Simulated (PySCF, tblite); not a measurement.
**C5H16NPSi: geometry, infrared bands and NMR shifts**

Wanted: the infrared bands and NMR shifts of C5H16NPSi (`CC(C)(CN)C[SiH2]P`), by calculation.

Computed with tblite 0.8.0 and PySCF 2.14.0, with density-fitted response routines of our own, on a single molecule in the gas phase. Atoms count from 0, in the outputs and in this text.

### 1 The molecule as given

24 atoms, charge 0, multiplicity 1; geometry from: force field or distance geometry start.

Bonds of the start (Å): C0–C1 1.51, C1–C2 1.50, C1–C3 1.49, C3–N4 1.43, C1–C5 1.53, C5–Si6 1.86, Si6–P7 2.22, C0–H8 1.11, C0–H9 1.12, C0–H10 1.11, C2–H11 1.11, C2–H12 1.12, C2–H13 1.10, C3–H14 1.12, C3–H15 1.13, N4–H16 1.03, N4–H17 1.03, C5–H18 1.12, C5–H19 1.12, Si6–H20 1.46, Si6–H21 1.47, P7–H22 1.44, P7–H23 1.42.

### 2 Optimising the geometry with GFN2-xTB

The job: settings as JSON, then the geometry in Å.

```
{"job": {"kind": "relax", "xc": "GFN2-xTB", "basis": "xTB"}, "charge": 0, "multiplicity": 1}
C     -1.544200     0.365900     1.404700
C     -0.694500     0.153000     0.174700
C     -0.424700     1.482000    -0.460100
C     -1.234300    -0.847800    -0.783500
N     -2.525000    -0.559100    -1.321900
C      0.653000    -0.327200     0.728700
Si     1.887000    -0.657100    -0.628800
P      3.895400    -0.133600     0.168500
H     -1.972800    -0.600300     1.743300
H     -2.351900     1.108200     1.171600
H     -0.885100     0.729600     2.215100
H      0.639500     1.596300    -0.771800
H     -1.111300     1.660600    -1.322600
H     -0.587700     2.259000     0.302700
H     -0.547100    -0.911900    -1.665800
H     -1.200200    -1.855200    -0.281400
H     -3.244300    -1.280700    -1.173100
H     -2.830800     0.415700    -1.236500
H      1.124600     0.451100     1.387900
H      0.489800    -1.293400     1.266700
H      1.555100     0.116600    -1.820800
H      1.907000    -2.096000    -0.923800
H      4.846500    -1.004200    -0.466400
H      4.144400     1.248300    -0.032900
```

Command:

```
$ OMP_NUM_THREADS=1 python probes_run.py task.json out
```

This one command runs all jobs of the session in turn.

Standard output:

```text
step      E/eV     max force
  0    -706.71166    2.034
  1    -707.03028    1.397
  2    -707.26186    1.150
  3    -707.48584    1.024
  4    -707.64181    0.903
  5    -707.69451    0.441
  6    -707.72474    0.449
  7    -707.74711    0.436
  8    -707.77035    0.384
  9    -707.78687    0.303
 10    -707.80141    0.289
 11    -707.81589    0.246
 12    -707.83174    0.293
 13    -707.84565    0.259
 14    -707.85616    0.229
 15    -707.86441    0.187
 16    -707.87010    0.131
 17    -707.87345    0.130
 18    -707.87625    0.116
 19    -707.88001    0.147
 20    -707.88543    0.208
 21    -707.89202    0.199
 22    -707.89841    0.179
 23    -707.90440    0.199
 24    -707.91147    0.218
 25    -707.92234    0.307
 26    -707.93720    0.314
 27    -707.95199    0.297
 28    -707.96578    0.264
 29    -707.97748    0.323
 30    -707.98069    0.575
 31    -707.99185    0.217
 32    -707.99743    0.143
 33    -708.00363    0.141
 34    -708.00742    0.194
 35    -708.01246    0.224
 36    -708.01770    0.162
 37    -708.02076    0.124
 38    -708.02380    0.129
 39    -708.02680    0.132
 40    -708.02924    0.125
 41    -708.03152    0.121
 42    -708.03394    0.129
 43    -708.03659    0.126
 44    -708.03927    0.136
 45    -708.04149    0.101
 46    -708.04320    0.110
 47    -708.04455    0.086
 48    -708.04586    0.094
 49    -708.04696    0.091
 50    -708.04842    0.097
 51    -708.04997    0.077
 52    -708.05144    0.087
 53    -708.05259    0.074
 54    -708.05363    0.075
 55    -708.05489    0.086
 56    -708.05636    0.085
 57    -708.05783    0.083
 58    -708.05912    0.071
 59    -708.06025    0.080
 60    -708.06134    0.083
 61    -708.06238    0.067
 62    -708.06327    0.056
 63    -708.06380    0.058
 64    -708.06466    0.069
 65    -708.06547    0.067
 66    -708.06626    0.050
 67    -708.06702    0.062
 68    -708.06793    0.065
 69    -708.06898    0.082
 70    -708.06999    0.068
 71    -708.07081    0.058
 72    -708.07150    0.087
 73    -708.07242    0.098
 74    -708.07364    0.072
 75    -708.07463    0.046
 76    -708.07505    0.048
 77    -708.07549    0.043
 78    -708.07598    0.053
 79    -708.07648    0.055
 80    -708.07682    0.041
 81    -708.07705    0.031
 82    -708.07724    0.032
 83    -708.07752    0.038
 84    -708.07784    0.041
 85    -708.07826    0.052
 86    -708.07872    0.055
 87    -708.07924    0.047
 88    -708.07980    0.046
 89    -708.08035    0.051
 90    -708.08087    0.048
 91    -708.08142    0.045
 92    -708.08203    0.059
 93    -708.08276    0.063
 94    -708.08355    0.052
 95    -708.08426    0.058
 96    -708.08482    0.048
 97    -708.08531    0.047
 98    -708.08579    0.046
 99    -708.08630    0.039
100    -708.08672    0.075
101    -708.08737    0.068
102    -708.08805    0.043
103    -708.08886    0.044
104    -708.08929    0.041
105    -708.08979    0.041
106    -708.09018    0.056
107    -708.09056    0.040
108    -708.09096    0.055
109    -708.09132    0.035
110    -708.09163    0.046
111    -708.09183    0.027
112    -708.09201    0.025
113    -708.09210    0.020
114    -708.09219    0.020
115    -708.09230    0.028
116    -708.09243    0.033
117    -708.09256    0.033
118    -708.09269    0.022
119    -708.09282    0.026
120    -708.09293    0.025
121    -708.09302    0.026
122    -708.09310    0.020
123    -708.09315    0.012
124    -708.09320    0.010
125    -708.09323    0.011
126    -708.09326    0.015
127    -708.09330    0.014
128    -708.09334    0.015
129    -708.09338    0.016
130    -708.09344    0.017
131    -708.09352    0.022
132    -708.09362    0.021
133    -708.09372    0.019
134    -708.09378    0.015
135    -708.09384    0.020
136    -708.09391    0.027
137    -708.09401    0.026
138    -708.09411    0.021
139    -708.09419    0.017
140    -708.09427    0.018
141    -708.09437    0.033
142    -708.09446    0.044
143    -708.09468    0.049
144    -708.09507    0.052
145    -708.09540    0.046
146    -708.09565    0.042
147    -708.09594    0.034
148    -708.09612    0.031
149    -708.09629    0.037
150    -708.09641    0.031
151    -708.09658    0.018
152    -708.09667    0.018
153    -708.09679    0.017
154    -708.09687    0.015
155    -708.09696    0.013
156    -708.09704    0.014
157    -708.09713    0.019
158    -708.09719    0.021
159    -708.09725    0.016
160    -708.09732    0.013
161    -708.09737    0.016
162    -708.09743    0.017
163    -708.09749    0.015
164    -708.09754    0.016
165    -708.09759    0.015
166    -708.09765    0.016
167    -708.09771    0.019
168    -708.09780    0.019
169    -708.09789    0.017
170    -708.09797    0.015
171    -708.09802    0.020
172    -708.09805    0.024
173    -708.09810    0.016
174    -708.09815    0.013
175    -708.09820    0.011
176    -708.09826    0.016
177    -708.09832    0.018
178    -708.09841    0.017
179    -708.09850    0.019
180    -708.09857    0.017
181    -708.09861    0.015
182    -708.09863    0.013
183    -708.09867    0.010
184    -708.09870    0.012
185    -708.09874    0.013
186    -708.09876    0.012
187    -708.09880    0.013
188    -708.09885    0.013
189    -708.09892    0.014
190    -708.09901    0.017
191    -708.09907    0.017
192    -708.09912    0.018
193    -708.09917    0.013
194    -708.09921    0.012
195    -708.09925    0.009
```

Run time: 2 s. Hardware: 1 thread of Arm Neoverse V1, shared host.

Along the way: (not every step is listed)

| step | energy from step 0 (eV) | largest force (eV/Å) |
| --- | --- | --- |
| 0 | 0.0000 | 2.0344 |
| 1 | -0.3186 | 1.3971 |
| 2 | -0.5502 | 1.1495 |
| 3 | -0.7742 | 1.0239 |
| 4 | -0.9301 | 0.9027 |
| 5 | -0.9828 | 0.4407 |
| 6 | -1.0131 | 0.4492 |
| 7 | -1.0354 | 0.4358 |
| 8 | -1.0587 | 0.3838 |
| 26 | -1.2255 | 0.3144 |
| 44 | -1.3276 | 0.1362 |
| 62 | -1.3516 | 0.0559 |
| 80 | -1.3652 | 0.0408 |
| 98 | -1.3741 | 0.0458 |
| 116 | -1.3808 | 0.0326 |
| 134 | -1.3821 | 0.0154 |
| 152 | -1.3850 | 0.0176 |
| 170 | -1.3863 | 0.0154 |
| 188 | -1.3872 | 0.0129 |
| 190 | -1.3873 | 0.0172 |
| 191 | -1.3874 | 0.0173 |
| 192 | -1.3875 | 0.0180 |
| 193 | -1.3875 | 0.0129 |
| 194 | -1.3875 | 0.0117 |
| 195 | -1.3876 | 0.0094 |

Distances of close pairs at the start and the end, largest changes first:

| bond | before (Å) | after (Å) | change (Å) |
| --- | --- | --- | --- |
| C1–C3 | 1.487 | 1.548 | +0.061 |
| P7–H22 | 1.437 | 1.380 | -0.057 |
| C5–Si6 | 1.864 | 1.904 | +0.040 |
| P7–H23 | 1.419 | 1.382 | -0.036 |
| C0–H9 | 1.121 | 1.089 | -0.033 |
| C1–C2 | 1.497 | 1.530 | +0.032 |
| C3–H15 | 1.126 | 1.094 | -0.032 |
| C5–H18 | 1.124 | 1.095 | -0.029 |

The end geometry stands in the next job.

### 3 Harmonic vibrations with GFN2-xTB

The job: settings as JSON, then the geometry in Å.

```
{"job": {"kind": "ir", "xc": "GFN2-xTB", "basis": "xTB"}, "charge": 0, "multiplicity": 1}
C     -1.537828     0.385929     1.406358
C     -0.676543     0.184060     0.152827
C     -0.676127     1.474129    -0.668900
C     -1.240618    -0.983941    -0.691467
N     -2.595611    -0.848750    -1.184522
C      0.746333    -0.166812     0.601536
Si     2.107050    -0.304868    -0.723546
P      3.892091    -1.056628     0.411515
H     -1.550714    -0.518538     2.011827
H     -2.563770     0.639224     1.144109
H     -1.141001     1.199186     2.011042
H     -0.218362     1.308045    -1.641170
H     -1.691007     1.837641    -0.822109
H     -0.117980     2.252233    -0.153215
H     -0.596065    -1.123777    -1.563061
H     -1.203609    -1.901292    -0.096584
H     -3.251147    -0.768462    -0.415602
H     -2.683500    -0.020650    -1.762472
H      1.069119     0.583867     1.329953
H      0.713606    -1.114498     1.147306
H      2.366575     0.987324    -1.377697
H      1.836062    -1.300457    -1.767282
H      4.776598    -0.890755    -0.634846
H      4.224713     0.167554     0.960487
```

Standard output:

```text
mode    cm-1     km/mol
  1      15.4      1.77
  2      56.5      0.55
  3      85.4      3.40
  4      97.3      7.68
  5     100.9      1.22
  6     171.0      1.05
  7     211.0      3.17
  8     239.8      1.53
  9     263.8      0.49
 10     304.5      2.73
 11     322.5     24.01
 12     347.6      5.75
 13     402.6     26.08
 14     411.1     19.74
 15     421.7      9.97
 16     494.2     21.65
 17     521.2      9.53
 18     563.4      0.12
 19     647.1    191.60
 20     689.8     47.89
 21     713.4    160.81
 22     734.0    100.84
 23     774.7     35.80
 24     782.4    199.18
 25     808.1     49.71
 26     869.0      1.51
 27     941.5    119.38
 28     960.5     84.28
 29     964.5     36.53
 30    1002.5     32.94
 31    1012.3      1.64
 32    1072.5      9.05
 33    1104.7     10.94
 34    1131.5     21.49
 35    1151.3     13.82
 36    1197.0      0.79
 37    1230.4     37.91
 38    1277.6      2.49
 39    1294.2      9.17
 40    1331.8      7.53
 41    1335.9      5.88
 42    1407.0      5.93
 43    1421.8      2.14
 44    1465.2      0.64
 45    1480.7      0.83
 46    1496.1      0.59
 47    1504.7      1.24
 48    1508.9      6.42
 49    1514.5      3.63
 50    1568.8     21.29
 51    2177.2    257.78
 52    2212.5    170.53
 53    2313.2    124.03
 54    2403.4    153.47
 55    2932.6     31.67
 56    2951.7     17.65
 57    2954.9     64.93
 58    2969.1     53.76
 59    3011.8     12.77
 60    3017.3     83.53
 61    3022.2     34.45
 62    3029.6     13.38
 63    3032.7     70.17
 64    3037.6     28.11
 65    3395.4     12.33
 66    3428.7      6.62
```

Wall time 1.3 s (1 thread of Arm Neoverse V1, shared host).

Which atoms move in the most intense modes:

| cm⁻¹ | km/mol | atoms |
| --- | --- | --- |
| 647 | 191.6 | H22 50 %, H20 18 % |
| 713 | 160.8 | H21 33 %, C5 21 %, H23 13 %, H20 13 % |
| 782 | 199.2 | H21 44 %, H20 37 % |
| 942 | 119.4 | H17 16 %, H16 16 %, N4 14 % |
| 2177 | 257.8 | H20 95 % |
| 2212 | 170.5 | H21 95 % |
| 2313 | 124.0 | H23 58 %, H22 38 % |
| 2403 | 153.5 | H22 59 %, H23 38 % |

### 4 Shielding tensors: PBE0/pcSseg-1

Same as in step 3 but for these lines:

```diff
@@ -1,2 +1,2 @@
-{"job": {"kind": "ir", "xc": "GFN2-xTB", "basis": "xTB"}, "charge": 0, "multiplicity": 1}
+{"job": {"kind": "nmr", "xc": "PBE0", "basis": "pcSseg-1"}, "charge": 0, "multiplicity": 1}
 C     -1.537828     0.385929     1.406358
```

With the program's defaults for keys left out, this is: GIAO PBE0/pcSseg-1 NMR shielding, non-relativistic, gas phase.

Standard output:

```text
coarse grid: 19664 points
cycle   1  E = -885.0254185871  dE =  5.315e-01  |g| = 5.089e-01  |ddm| = 4.164e+00
cycle   2  E = -885.0081922988  dE =  1.723e-02  |g| = 5.830e-01  |ddm| = 1.059e+00
cycle   3  E = -885.0922996122  dE = -8.411e-02  |g| = 4.878e-02  |ddm| = 5.927e-01
cycle   4  E = -885.0927491363  dE = -4.495e-04  |g| = 2.257e-02  |ddm| = 7.603e-02
cycle   5  E = -885.0928651781  dE = -1.160e-04  |g| = 5.206e-03  |ddm| = 2.533e-02
cycle   6  E = -885.0928706748  dE = -5.497e-06  |g| = 1.730e-03  |ddm| = 6.434e-03
final grid: 176840 points
cycle   7  E = -885.1410654310  dE = -9.958e-05  |g| = 1.078e-02  |ddm| = 7.141e-02
cycle   8  E = -885.1410538293  dE =  1.160e-05  |g| = 1.291e-02  |ddm| = 2.155e-02
cycle   9  E = -885.1410932104  dE = -3.938e-05  |g| = 7.286e-04  |ddm| = 1.204e-02
cycle  10  E = -885.1410933060  dE = -9.563e-08  |g| = 2.956e-04  |ddm| = 1.038e-03
cycle  11  E = -885.1410933253  dE = -1.933e-08  |g| = 5.645e-05  |ddm| = 2.695e-04
cycle  12  E = -885.1410933260  dE = -6.721e-10  |g| = 1.133e-05  |ddm| = 6.193e-05
converged SCF energy = -885.1410933260

GIAO shielding tensors (ppm)
atom      isotropic    diamagn.    paramagn.     s11        s22        s33       span
  0 C      156.228     249.302     -93.074    136.064    145.933    186.685     50.621
  1 C      151.042     246.072     -95.031    145.596    147.990    159.540     13.944
  2 C      159.621     250.621     -91.000    141.877    154.085    182.902     41.025
  3 C      127.283     246.937    -119.654    104.731    128.678    148.439     43.708
  4 N      241.815     316.508     -74.693    207.190    254.668    263.586     56.396
  5 C      155.547     254.899     -99.352    136.326    138.996    191.320     54.994
  6 Si     407.439     881.230    -473.792    379.694    400.209    442.413     62.719
  7 P      626.252     966.812    -340.560    558.469    611.607    708.679    150.210
  8 H       31.075      32.591      -1.516     27.189     28.319     37.716     10.527
  9 H       30.421      33.289      -2.868     25.811     29.018     36.434     10.624
 10 H       30.897      32.357      -1.460     27.384     28.814     36.493      9.109
 11 H       31.030      33.607      -2.576     26.589     29.639     36.863     10.275
 12 H       30.530      33.542      -3.012     26.423     28.900     36.266      9.843
 13 H       30.916      33.162      -2.246     27.623     28.728     36.395      8.772
 14 H       28.872      32.964      -4.092     21.920     31.290     33.404     11.484
 15 H       29.353      32.699      -3.346     23.754     30.776     33.529      9.775
 16 H       31.101      32.321      -1.220     23.788     29.052     40.462     16.675
 17 H       31.224      32.733      -1.509     23.841     29.623     40.209     16.368
 18 H       30.836      35.054      -4.217     25.386     31.835     35.288      9.902
 19 H       30.893      34.630      -3.737     25.589     31.343     35.747     10.158
 20 H       27.066      30.842      -3.776     22.221     27.546     31.431      9.210
 21 H       27.374      30.244      -2.870     22.697     27.714     31.711      9.013
 22 H       30.704      28.803       1.901     25.111     27.063     39.936     14.825
 23 H       30.889      30.117       0.772     25.203     28.607     38.856     13.654
```

It took 57 s on 1 thread of Arm Neoverse V1, shared host; peak memory 1.1 GiB.

The references, computed at this level on geometries of the same kind, shield at (ppm): ¹H TMS 31.72, ¹³C TMS 186.9, ²⁹Si TMS 349.2, ¹⁵N NH3 267.7, ³¹P H3PO4 318.4. Their shielding less the atom's gives the shift. The references are single molecules in the gas phase, so shifts against H2O, NH3, PH3, H3PO4 or CFCl3 are not on the usual liquid scales and can be off by tens of ppm. Atoms listed in one row are averaged.

| atoms | environment | σ (ppm) | δ (ppm) | δ scaled to CDCl3 |
| --- | --- | --- | --- | --- |
| C3 | sp3 CH2 bonded to N | 127.3 | 59.6 | 56.3 |
| C1 | quaternary sp3 carbon | 151.0 | 35.9 | 33.1 |
| C5 | sp3 CH2 bonded to Si | 155.5 | 31.4 | 28.7 |
| C0, C2 | methyl carbon | 157.9 | 29.0 | 26.4 |
| H20, H21 | hydrogen on a silicon bonded to C, P | 27.22 | 4.50 | – |
| H14, H15 | hydrogen on an sp3 CH2 bonded to N | 29.11 | 2.60 | 2.56 |
| H22, H23 | hydrogen on a phosphorus bonded to Si | 30.80 | 0.92 | – |
| H8, H9, H10, H11, H12, H13 | hydrogen on a methyl carbon | 30.81 | 0.91 | 0.96 |
| H18, H19 | hydrogen on an sp3 CH2 bonded to Si | 30.86 | 0.85 | 0.91 |
| H16, H17 | hydrogen on an amine nitrogen | 31.16 | 0.55 | – |
| N4 | amine nitrogen | 241.8 | 25.9 | – |
| Si6 | silicon bonded to C, P, 2 H | 407.4 | -58.3 | – |
| P7 | phosphorus bonded to Si, 2 H | 626.3 | -307.9 | – |

The scaled column applies a straight-line fit of computed shieldings to shifts measured in CDCl3 (root-mean-square error 0.16 ppm for H, 1.9 ppm for C).

The run also stored atomic charges by several schemes (e):

| atoms | Mulliken | IAO | Hirshfeld | ESP fit |
| --- | --- | --- | --- | --- |
| C0, C2 | -0.16 | -0.42 | -0.12 | -0.42 |
| C1 | -0.61 | 0.04 | 0.02 | 0.50 |
| C3 | 0.07 | -0.14 | -0.03 | 0.40 |
| N4 | -0.44 | -0.57 | -0.24 | -1.03 |
| C5 | -0.41 | -0.53 | -0.15 | -0.64 |
| Si6 | 0.42 | 0.56 | 0.28 | 0.43 |
| P7 | -0.23 | -0.11 | -0.03 | -0.39 |

Mayer bond orders: C0–C1 1.01, C1–C2 1.00, C1–C3 0.96, C3–N4 1.06, C1–C5 1.00, C5–Si6 0.91, Si6–P7 1.00.

### 5 Outcome

```
                                                               quantity                                   value
                              strongest single infrared mode (GFN2-xTB)                   2177 cm⁻¹, 258 km/mol
                                           zero-point energy (GFN2-xTB)                          124.8 kcal/mol
¹³C shifts against TMS (PBE0/pcSseg-1, means over atoms taken as alike)              59.6, 35.9, 31.4, 29.0 ppm
 ¹H shifts against TMS (PBE0/pcSseg-1, means over atoms taken as alike)  4.50, 2.60, 0.92, 0.91, 0.85, 0.55 ppm
                                 ¹⁵N shifts against NH3 (PBE0/pcSseg-1)                                25.9 ppm
                                ²⁹Si shifts against TMS (PBE0/pcSseg-1)                               -58.3 ppm
                               ³¹P shifts against H3PO4 (PBE0/pcSseg-1)                              -307.9 ppm
```

**Reading.** Over 195 steps the energy fell by 1.388 eV; of the close pairs, C1–C3 changed most, 1.487 to 1.548 Å. All 66 modes are real, so the xTB geometry is a minimum. The strongest single mode, at 2177 cm⁻¹, moves mainly H20. GFN2-xTB is a fitted tight-binding method: band positions and strengths are rough. Its intensities can rank the bands wrongly. At PBE0/pcSseg-1: The widest tensor belongs to P7: span 150 ppm, with a paramagnetic part of -341 ppm.
